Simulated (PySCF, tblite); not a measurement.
# C7H13P: geometry, infrared bands and NMR shifts

What infrared bands and NMR shifts should C7H13P (`C=[P@@]1(CCC)C=C1C`) show?

Computed with tblite 0.8.0 and PySCF 2.14.0, with density-fitted response routines of our own, on a single molecule in the gas phase. Atoms are numbered from 0 throughout.

### Step 1. The molecule as given

21 atoms, charge 0, multiplicity 1; geometry from: force field or distance geometry start.

Bonds of the start (Å): C0–P1 1.77, P1–C2 1.79, C2–C3 1.52, C3–C4 1.51, P1–C5 1.79, C5–C6 1.30, C6–C7 1.44, C6–P1 1.66, C0–H8 1.10, C0–H9 1.11, C2–H10 1.11, C2–H11 1.10, C3–H12 1.11, C3–H13 1.10, C4–H14 1.09, C4–H15 1.09, C4–H16 1.09, C5–H17 1.07, C7–H18 1.10, C7–H19 1.10, C7–H20 1.09.

### Step 2. Optimising the geometry with GFN2-xTB

What the job is given:

```
{"job": {"kind": "relax", "xc": "GFN2-xTB", "basis": "xTB"}, "charge": 0, "multiplicity": 1}
C     -0.034800    -1.583800     1.687000
P     -0.327400    -0.135700     0.715700
C      0.514400    -0.563300    -0.806900
C      2.025400    -0.434000    -0.739000
C      2.478600     0.985500    -0.467400
C     -1.888500    -0.812200     0.157900
C     -1.890800     0.402200     0.609100
C     -2.718800     1.553100     0.882600
H      0.360700    -2.512600     1.253800
H     -0.268100    -1.579800     2.770100
H      0.140500     0.104400    -1.605400
H      0.256000    -1.586100    -1.119200
H      2.402600    -1.086500     0.077400
H      2.467600    -0.792400    -1.675000
H      3.569700     1.047600    -0.459700
H      2.115200     1.661200    -1.246500
H      2.116000     1.357900     0.492500
H     -2.485700    -1.597100    -0.250300
H     -3.766100     1.359700     0.605500
H     -2.695500     1.806200     1.947700
H     -2.379900     2.422500     0.315000
```

Run with:

```console
$ OMP_NUM_THREADS=1 python probes_run.py task.json out
```

This one command runs all jobs of the session in turn.

**Question.** This job is followed by: GFN2-xTB harmonic vibrations, gas phase; GIAO PBE0/pcSseg-1 NMR shielding, non-relativistic, gas phase. Predict these results of the whole session: strongest single infrared mode (GFN2-xTB); zero-point energy (GFN2-xTB); ¹³C shifts against TMS (PBE0/pcSseg-1); ¹H shifts against TMS (PBE0/pcSseg-1); ³¹P shifts against H3PO4 (PBE0/pcSseg-1).

As calculated:

| quantity | value |
| --- | --- |
| strongest single infrared mode (GFN2-xTB) | 3007 cm⁻¹, 54 km/mol |
| zero-point energy (GFN2-xTB) | 108.8 kcal/mol |
| ¹³C shifts against TMS (PBE0/pcSseg-1) | 177.9, 88.2, 79.0, 43.0, 30.0, 15.6, 6.5 ppm |
| ¹H shifts against TMS (PBE0/pcSseg-1) | 8.13, 8.10, 2.35, 2.28, 2.14, 2.01, 1.93, 1.84, 1.56, 1.43, 1.14, 1.05, 0.88 ppm |
| ³¹P shifts against H3PO4 (PBE0/pcSseg-1) | 361.5 ppm |

Relaxing lowered the energy by 3.215 eV in 110 steps; the close pair that moved most is P1–C5, from 1.790 to 3.516 Å. The lowest mode is imaginary (43i cm⁻¹), so the xTB geometry is not a minimum. Unscaled tight-binding wavenumbers are off by several per cent, some by more. Its intensities can rank the bands wrongly. The structure rearranged or came apart on optimisation; the results belong to the end geometry, not to the formula as drawn. Shifts at one fixed geometry are not the observed spectrum, which averages over the motion. At PBE0/pcSseg-1: The largest span, 948 ppm, is at P1, where the paramagnetic term is -1016 ppm.
